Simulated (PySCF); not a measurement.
# C2H6BFO: the cost of one run

The runs use PySCF 2.14.0, with density-fitted response routines of our own; the level of theory stands in each step. All values are computed, except where a source is named. Atoms count from 0, in the outputs and in this text.

## 1. The starting structure

11 atoms, charge 0, multiplicity 1; geometry from: PBE0-D3(BJ)/def2-SVP.

Bonds of the start (Å): B0–O1 1.35, O1–C2 1.40, C2–C3 1.50, C2–F4 1.36, B0–H5 1.21, B0–H6 1.21, C2–H7 1.11, C3–H8 1.10, C3–H9 1.10, C3–H10 1.10.

## 2. Core holes by ΔSCF: SCAN, X2C

The job: settings as JSON, then the geometry in Å.

```
{"job": {"kind": "xps"}, "charge": 0, "multiplicity": 1}
B      2.037170     0.079018     0.032829
O      0.780724     0.422148     0.379138
C     -0.309108    -0.412652     0.124125
C     -1.531326     0.411670    -0.162809
F     -0.518625    -1.167712     1.240385
H      2.233917    -0.944454    -0.587767
H      2.916846     0.841316     0.349075
H     -0.058059    -1.107528    -0.698552
H     -1.383854     1.012956    -1.070382
H     -2.401349    -0.243974    -0.303359
H     -1.720395     1.084945     0.685084
```

Level: delta-SCF UKS SCAN, pcX-2 on the ionised atom, pcseg-1 elsewhere, spin-free X2C.

Run with:

```console
$ OMP_NUM_THREADS=1 python probes_run.py task.json out
```

This one command runs all jobs of the session in turn.

Q: Estimate the wall time and peak memory of this first job on 1 thread of Intel Xeon Platinum 8488C, shared host.

About 25 s, with a peak of 0.45 GiB.
